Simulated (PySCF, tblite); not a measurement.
# C₆H₆Cl₂: geometry, infrared bands and NMR shifts

Wanted: the infrared bands and NMR shifts of C₆H₆Cl₂ (`Cl[C@@H]1[C@H]2[C@H](Cl)[C@H]3[C@@H]1[C@@H]23`), by calculation.

Computed with tblite 0.8.0 and PySCF 2.14.0, with density-fitted response routines of our own, on a single molecule in the gas phase. Atoms count from 0, in the outputs and in this text.

**1. The molecule as given**

14 atoms, charge 0, multiplicity 1; geometry from: force field or distance geometry start.

Bonds of the start (Å): Cl0–C1 1.77, C1–C2 1.62, C2–C3 1.59, C3–Cl4 1.79, C3–C5 1.51, C5–C6 1.50, C6–C7 1.48, C6–C1 1.50, C7–C2 1.44, C7–C5 1.47, C1–H8 1.09, C2–H9 1.08, C3–H10 1.09, C5–H11 1.08, C6–H12 1.08, C7–H13 1.07.

**2. Optimising the geometry with GFN2-xTB**

The job: settings as JSON, then the geometry in Å.

```
{"job": {"kind": "relax", "xc": "GFN2-xTB", "basis": "xTB"}, "charge": 0, "multiplicity": 1}
Cl    -1.369600     0.128500    -2.677000
C     -0.818600     0.614600    -1.062400
C      0.695600     0.259700    -0.616800
C      0.953900     0.627400     0.907000
Cl     2.509800     0.151100     1.660000
C     -0.181800    -0.325200     1.167500
C     -1.182200    -0.327000     0.046600
C      0.140400    -0.975300    -0.113600
H     -1.088000     1.650300    -0.871200
H      1.487400     0.353400    -1.339700
H      0.737600     1.661900     1.166500
H     -0.200700    -0.913500     2.072200
H     -2.082400    -0.919400    -0.012300
H      0.398100    -1.987100    -0.348900
```

Command:

```
$ OMP_NUM_THREADS=1 python probes_run.py task.json out
```

The driver reads the jobs from task.json and runs them one after another.

**Question.** This job is followed by: GFN2-xTB harmonic vibrations, gas phase; GIAO PBE0/pcSseg-1 NMR shielding, non-relativistic, gas phase. Predict these results of the whole session: strongest single infrared mode (GFN2-xTB); zero-point energy (GFN2-xTB); 13C shifts against TMS (PBE0/pcSseg-1, means over atoms taken as alike); 1H shifts against TMS (PBE0/pcSseg-1, means over atoms taken as alike); 35Cl shifts against HCl (PBE0/pcSseg-1, means over atoms taken as alike).

The runs gave:

```
                                                                quantity                       value
                               strongest single infrared mode (GFN2-xTB)        2948 cm⁻¹, 40 km/mol
                                            zero-point energy (GFN2-xTB)               64.0 kcal/mol
 13C shifts against TMS (PBE0/pcSseg-1, means over atoms taken as alike)  69.3, 57.5, 37.4, 32.9 ppm
  1H shifts against TMS (PBE0/pcSseg-1, means over atoms taken as alike)  4.23, 3.68, 2.16, 2.15 ppm
35Cl shifts against HCl (PBE0/pcSseg-1, means over atoms taken as alike)                     139 ppm
```

In words: Relaxing lowered the energy by 1.116 eV in 31 steps; the close pair that moved most is C2–C7, from 1.445 to 1.556 Å. All 36 modes are real, so the xTB geometry is a minimum. The strongest single mode, at 2948 cm⁻¹, moves mainly H8 and H10. Unscaled tight-binding wavenumbers are off by several per cent, some by more. Its intensities can rank the bands wrongly. The most deshielded carbon is C1, C3 (mean) (sp3 CH bonded to Cl), at 69.3 ppm: pulled downfield by the heteroatom. H8, H10 (mean) (hydrogen on an sp3 CH bonded to Cl) lies farthest downfield among hydrogen, at 4.23 ppm; its carbon carries Cl, an electronegative neighbour. At PBE0/pcSseg-1: The largest span, 411 ppm, is at Cl0, Cl4, where the paramagnetic term is -334 ppm.
